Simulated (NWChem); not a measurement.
**HF/STO-3G run of C2H4F2 (1,1-difluoroethane)**

Aim: the electronic atomisation energy of C2H4F2 (1,1-difluoroethane) at HF/STO-3G, from 4 runs. 

The calculation is run with NWChem 7.3.0.

## 1. The system as given

C2H4F2 has 8 atoms, charge 0, and is taken as a singlet. As SMILES, `CC(F)F`. Geometry: relaxed at PBE0-D4/def2-TZVP.

Bond lengths: C1–C2 1.497 Å, C2–F3 1.361 Å, C2–F4 1.361 Å, C1–H5 1.091 Å, C1–H6 1.091 Å, C1–H7 1.090 Å, C2–H8 1.095 Å. Some angles: C1–C2–F3 110.3°, C1–C2–F4 110.3°, F3–C2–F4 107.0°, C1–C2–H8 114.0°, F3–C2–H8 107.5°, F4–C2–H8 107.5°, C2–C1–H5 109.4°, C2–C1–H6 109.9°, C2–C1–H7 109.9°, H5–C1–H6 109.3°.

## 2. A single-point energy at HF/STO-3G (run 1)

a.nw

```
start a
title "C2H4F2 hf"
memory 2200 mb
charge 0

geometry units angstroms noautosym nocenter noautoz
C        0.003300       0.777600       0.023300
C       -0.052000      -0.718200      -0.008200
F        0.925500      -1.243400       0.779100
F        0.168200      -1.172100      -1.271900
H        0.981400       1.111900      -0.325400
H       -0.157200       1.132800       1.041800
H       -0.771000       1.190600      -0.624000
H       -1.006100      -1.136400       0.329500
end

basis "ao basis" spherical bse
C library STO-3G
F library STO-3G
H library STO-3G
end

scf
thresh 1e-08
maxiter 80
print low
end

task scf energy
```

Command:

```sh
nwchem a.nw > a.out
```

Log:

```text
[...]
  functions       =    24
[...]
  wavefunction    = RHF
[...]
         Total SCF energy =   -273.211936933927
      One-electron energy =   -644.621474045492
      Two-electron energy =    238.698945578564
 Nuclear repulsion energy =    132.710591533000
        Time for solution =      0.6s
 Task  times  cpu:        0.7s     wall:        0.7s
[...]
```

Wall time 1.2 s (1 thread of Intel Xeon Platinum 8488C (Sapphire Rapids), shared host); peak memory 0.098 GiB.

## 3. The C atom, same level (run 2)

job.xyz

```xyz
1
C
C      0.000000     0.000000     0.000000
```

job.nw

```
start job
title "C"
memory 2200 mb

geometry noautosym nocenter noautoz
load format xyz job.xyz
end

basis spherical bse
* library STO-3G
end

scf
nopen 2
uhf
thresh 1e-08
maxiter 80
noprint "final vectors analysis"
end

task scf energy
```

Run the same way, it converges to -37.19839 Eh (log not shown).

Run 3 isn't shown in full; the table further down has it.

## 4. The H atom (run 4)

h.nw

```
start h
title "H hf"
memory total 2200 mb

geometry units au noautosym nocenter noautoz
  H      0.00000000     0.00000000     0.00000000
end

basis spherical bse
  * library STO-3G
end

scf
  doublet
  uhf
  thresh 1e-08
  maxiter 80
  noprint "final vectors analysis"
end

task scf energy
```

Command:

```sh
nwchem h.nw > h.out
```

Log:

```text
[...]
  functions       =     1
[...]
  wavefunction    = UHF
[...]
         Total SCF energy =     -0.466581850378
      One electron energy =     -0.466581850378
      Two electron energy =      0.000000000000
 Nuclear repulsion energy =      0.000000000000
                       Sz =      0.5000
                 Sz(Sz+1) =      0.7500
                      S^2 =      0.7500
[...]
```

It took 0.56 s on 1 thread of Intel Xeon Platinum 8488C (Sapphire Rapids), shared host; peak memory 0.099 GiB.

## 5. All runs side by side

```
run       level  partner  energy (Eh)  wall time
  1   HF/STO-3G     base  -273.211937      1.2 s
  2  UHF/STO-3G    atoms   -37.198393     0.58 s
  3  UHF/STO-3G    atoms   -97.986505     0.54 s
  4  UHF/STO-3G    atoms    -0.466582     0.56 s
```

## 6. What came out

At HF/STO-3G:

```
                     quantity        value
         H atom: total energy  -0.46658 Eh
        H atom: dipole moment       0.00 D
                 H atom: ⟨S²⟩        0.750
electronic atomisation energy    26.553 eV
```

What this shows: Taking the molecule apart into free atoms costs 26.55 eV (2562 kJ/mol), before zero-point energy and without spin-orbit coupling. Hartree–Fock lacks the correlation of the bonding pairs, which as a rule makes this value much too low; in minimal bases other errors can mask that. In a minimal basis such a difference can be off by several eV, whatever the method. In runs 1, 2, 3, 4 the basis is minimal, so the values are rough. All runs together took 2.9 s, the longest 1.2 s.
